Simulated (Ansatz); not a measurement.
Task: harmonic frequencies at the relaxed geometry of CH6OSSi, SMILES CS[SiH2]O, with Ansatz's Python interface. Give the script and its output. Use (for the species named): r2SCAN, def2-SVP basis, multiplicity 1, D4 dispersion.

Input file `ch6ossi.xyz`:
```text
10

C    -1.29770    0.20700   -1.03380
S    -0.67750   -1.15930   -0.13880
Si    0.72100   -0.25120    1.15500
O     2.07470    0.24750    0.19290
H    -0.55830    0.75420   -1.62830
H    -1.82180    0.97850   -0.36500
H    -2.07440   -0.10200   -1.74800
H     1.29260   -1.24100    2.12430
H     0.14790    0.93100    1.88610
H     2.27650   -0.41580   -0.44150
```

`run_freq.py`:
```python
"""Harmonic frequencies of CH6OSSi at its relaxed geometry."""

import itertools
import warnings

import ansatz as az
from ase.data import atomic_numbers, covalent_radii
import numpy as np

BASIS_SET = "def2-SVP"
FUNCTIONAL = "r2scan"
DISPERSION = "d4"


def main() -> None:
    warnings.simplefilter("ignore", az.DeckWarning)

    system = az.Crystal.molecule_from_extxyz("ch6ossi.xyz")

    job = (
        system.calculation()
        .basis(gaussian=BASIS_SET)  # the orbital basis, by name
        .functional(FUNCTIONAL, dispersion=DISPERSION)
    )
    symbols = [site.symbol for site in system.cartesian_sites]
    start = np.array([site.position_ang for site in system.cartesian_sites], dtype=float)
    rep = job.relax(force_tolerance=0.003).run().report
    end = np.array(rep["positions_ang"])

    # pairs closer than 1.2 times the sum of covalent radii, before or after
    radius = [covalent_radii[atomic_numbers[s]] for s in symbols]
    span = lambda where, i, j: np.linalg.norm(where[i] - where[j])
    bonded = [(i, j) for i, j in itertools.combinations(range(len(symbols)), 2) if min(span(start, i, j), span(end, i, j)) < 1.2 * (radius[i] + radius[j])]
    print("pair        before    after (A)")
    for i, j in bonded:
        print(f"{symbols[i]}{i}-{symbols[j]}{j}".ljust(10), f"{span(start, i, j):8.4f} {span(end, i, j):8.4f}")

    # frequencies need a stationary point, so they are taken at the relaxed geometry
    minimum = az.Crystal.molecule()
    for symbol, place in zip(symbols, end):
        minimum = minimum.atom(symbol, place.tolist())
    vibrating = (
        minimum.calculation()
        .basis(gaussian=BASIS_SET)  # atom-centred Gaussian functions
        .functional(FUNCTIONAL, dispersion=DISPERSION)
        .phonons(temperatures=(200, 600, 100))
    )
    vib = vibrating.run().report["vibrations"]
    sums = vib["harmonic_sums"]
    modes = [m["omega_inv_cm"] for m in sums["modes_at_gamma"] if m["rigid_motion"] == "no"]
    print("frequencies (1/cm):", " ".join(f"{w:.0f}" for w in modes))
    print("imaginary modes:", sum(w < 0 for w in modes), " zero-point energy:", round(sums["zero_point_energy_ev"], 4), "eV")
    print("T (K)   F_vib (eV)   S_vib (meV/K)   C_vib (meV/K)")
    for row in zip(sums["temperatures_k"], sums["vibrational_free_energy_ev"], vib["entropy_ev_per_k"], vib["heat_capacity_ev_per_k"]):
        print(f"{row[0]:6.1f} {row[1]:11.4f} {1000 * row[2]:13.4f} {1000 * row[3]:15.4f}")


if __name__ == "__main__":
    main()
```

Output of `python run_freq.py`:
```text
pair        before    after (A)
C0-S1        1.7471   1.8356
C0-H4        1.0952   1.0992
C0-H5        1.1477   1.0997
C0-H6        1.0995   1.0983
S1-Si2       2.1105   2.1377
Si2-O3       1.7340   1.6685
Si2-H7       1.4987   1.4924
Si2-H8       1.5035   1.4865
O3-H9        0.9398   0.9656
frequencies (1/cm): 80 117 162 231 354 506 588 702 738 828 893 907 939 966 981 1324 1448 1456 2225 2256 3046 3162 3173 3865
imaginary modes: 0  zero-point energy: 1.9184 eV
T (K)   F_vib (eV)   S_vib (meV/K)   C_vib (meV/K)
 200.0      1.8820        0.4222          0.4762
 300.0      1.8279        0.6594          0.7075
 400.0      1.7503        0.8915          0.9089
 500.0      1.6500        1.1123          1.0692
 600.0      1.5283        1.3189          1.1969
```

The settings weren't tested for convergence. The frequencies are harmonic and unscaled, in a modest basis. The result belongs to the one conformer reached from this start, and soft torsions count as harmonic oscillators. Run time: 4.7 min on 1 thread of Arm Neoverse V1 (shared host), peak memory 0.24 GiB.
